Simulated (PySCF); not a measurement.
# [Hf(SH)3]+: other functionals and bases at one geometry

An exercise on one series of results from a longer session: the logs are not shown, and one member is left open.

The runs use PySCF 2.14.0; several levels, as the steps say, no spin–orbit coupling.

1 further run of the same task is left out (for a known fault of the program).

## The starting structure

7 atoms, charge 1, spin multiplicity 1.

Bond lengths: Hf1–S2 2.370 Å, Hf1–S4 2.370 Å, Hf1–S6 2.370 Å, S2–H3 1.354 Å, S4–H5 1.354 Å, S6–H7 1.354 Å. Angles: S2–Hf1–S4 105.4°, S2–Hf1–S6 105.4°, S4–Hf1–S6 105.4°, Hf1–S2–H3 102.3°, Hf1–S4–H5 102.3°, Hf1–S6–H7 102.3°.

As a file:

```xyz
7
H3HfS3
Hf    0.00000    0.00000   -0.82923
S     2.17770    0.00001    0.10691
H     1.92070    0.00001    1.43662
S    -1.08886    1.88594    0.10691
H    -0.96036    1.66337    1.43662
S    -1.08884   -1.88595    0.10691
H    -0.96034   -1.66338    1.43662
```

Formal oxidation states: Hf +4. An earlier session relaxed this geometry at PBE0, Hf def2-SVP with ECP60, S def2-SVP, H def2-SVP (singlet, point group C3v).

At PBE0 on the finer grid: E = -1243.416144 Eh, HOMO -11.91 eV, LUMO -8.25 eV, Mulliken charge on Hf1 +0.97 e, largest force component 0.021 eV/Å. 

Levels to run: r2SCAN; B3LYP; PBE0, TZVP. Hardware: 2 threads of Intel Xeon at 2.50GHz (Skylake/Cascade Lake), shared host.

Set-up of the first run:

run.py (the lines that set the calculation)

```python
mol = gto.M(atom='''
Hf     0.00000     0.00000    -0.82923
S      2.17770     0.00001     0.10691
H      1.92070     0.00001     1.43662
S     -1.08886     1.88594     0.10691
H     -0.96036     1.66337     1.43662
S     -1.08884    -1.88595     0.10691
H     -0.96034    -1.66338     1.43662''',
    basis={'Hf': 'def2-SVP', 'S': 'def2-SVP', 'H': 'def2-SVP'},
    ecp={'Hf': 'def2-SVP'},
    charge=1, spin=0)
mf = dft.RKS(mol, xc='R2SCAN')
mf.grids.atom_grid = (75, 302)
mf = mf.density_fit()  # fitting sets: Hf def2-universal-JKFIT, S def2-universal-JKFIT, H def2-universal-JKFIT
mf.conv_tol = 1e-08; mf.max_cycle = 55
mf.kernel(dm0)  # dm0: the density of the relaxed state
```

Run with:

```sh
$ OMP_NUM_THREADS=2 python run.py
```

Among the steps run: r2SCAN; B3LYP; PBE0, TZVP.

One of the session's tables, all rows but one given; the rest of the session is left out.

| level | HOMO (eV) | gap (eV) | charge on Hf1 (e) | dipole (D) | largest force component (eV/Å) |
| --- | --- | --- | --- | --- | --- |
| PBE0 (relaxed here) | -11.91 | 3.65 | 0.97 | 0.37 | 0.02 |
| r2SCAN | ? | ? | ? | ? | ? |
| B3LYP | -11.61 | 3.12 | 0.91 | 0.37 | 0.34 |
| PBE0, TZVP | -11.79 | 3.61 | 1.12 | 0.89 | 0.43 |

Q: Estimate the row for r2SCAN from the others.

**Answer.** HOMO (eV): -11.10; gap (eV): 2.28; charge on Hf1 (e): 0.99; dipole (D): 0.25; largest force component (eV/Å): 0.19. In the column «HOMO (eV)» it is the highest.

The dipole of a charged species depends on the origin, so these sizes hold for this origin alone.

In one basis the HOMO–LUMO gap runs from 2.28 eV (r2SCAN) to 3.65 eV (PBE0). The largest leftover force, 0.43 eV/Å with PBE0, TZVP, stands at a geometry relaxed at another level. Total energies of different levels can't be compared.
